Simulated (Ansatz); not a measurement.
# C2H5BBrF: basis-set convergence

One table from this session's results is given with a row withheld; the runs are named, their logs left out.

Computed with Ansatz 0.2.0, Gaussian basis. Level: one geometry, several basis sets.

Plan: PBE0-D4/def2-SVP; ωB97M-V/def2-SVP; PBE0-D4/def2-QZVPP; ωB97M-V/def2-QZVPP; the functionals' def2-TZVPP values are taken from earlier runs.

## The geometry

An earlier PBE0-D4 in a triple-zeta def2 set relaxation fixed the geometry.

SMILES `CCB(F)Br`, 10 atoms, charge 0, spin multiplicity 1.

Atoms are counted from 1 here; the program's logs count them from 0.

Bond lengths: C1–C2 1.524 Å, C1–H6 1.092 Å, C1–H7 1.092 Å, C1–H8 1.092 Å, C2–B3 1.556 Å, C2–H9 1.097 Å, C2–H10 1.098 Å, B3–F4 1.317 Å, B3–Br5 1.928 Å. Angles: C2–C1–H6 111.4°, C2–C1–H7 111.4°, C2–C1–H8 111.2°, H6–C1–H7 107.2°, H6–C1–H8 107.7°, H7–C1–H8 107.7°, C1–C2–B3 115.4°, C1–C2–H9 111.1°, C1–C2–H10 111.1°, B3–C2–H9 107.4°, B3–C2–H10 107.3°, H9–C2–H10 103.7°, C2–B3–F4 122.3°, C2–B3–Br5 121.5°, F4–B3–Br5 116.2°.

The first run:

in.yaml reads:

```yaml
crystal:
  periodic: [false, false, false]
  atoms:
    - {symbol: C, position_ang: [-1.216932, -0.359124, 0.029331]}
    - {symbol: C, position_ang: [0.294879, -0.456013, -0.137716]}
    - {symbol: B, position_ang: [1.079756, 0.863492, 0.112509]}
    - {symbol: F, position_ang: [0.480865, 1.985366, 0.453720]}
    - {symbol: Br, position_ang: [2.998484, 0.941301, -0.060446]}
    - {symbol: H, position_ang: [-1.647660, 0.369485, -0.660528]}
    - {symbol: H, position_ang: [-1.486489, -0.045452, 1.039890]}
    - {symbol: H, position_ang: [-1.698057, -1.320671, -0.159777]}
    - {symbol: H, position_ang: [0.560156, -0.810356, -1.141870]}
    - {symbol: H, position_ang: [0.717998, -1.219229, 0.527889]}
basis:
  gaussian: {orbitals: def2-SVP}
hamiltonian: {xc: pbe0, dispersion: d4}
output: {orbitals: {seedname: orbitals}}
```

Steps of the session up to this table: PBE0-D4 in def2-SVP; ωB97M-V in def2-SVP; PBE0-D4 in def2-QZVPP; ωB97M-V in def2-QZVPP.

One of the session's tables, all rows but one given; the rest of the session is left out.

It belongs to the step «Functionals by basis». 

| functional | basis | HOMO (eV) |
| --- | --- | --- |
| PBE0-D4 | def2-SVP | -8.30 |
| PBE0-D4 | def2-TZVPP | -8.43 |
| PBE0-D4 | def2-QZVPP | ? |
| ωB97M-V | def2-SVP | -10.53 |
| ωB97M-V | def2-TZVPP | -10.67 |
| ωB97M-V | def2-QZVPP | -10.69 |

Estimate the missing values for PBE0-D4, def2-QZVPP.

As computed: HOMO (eV): -8.44. In the column «HOMO (eV)» it lies between ωB97M-V, def2-SVP (-10.53) and PBE0-D4, def2-TZVPP (-8.43).
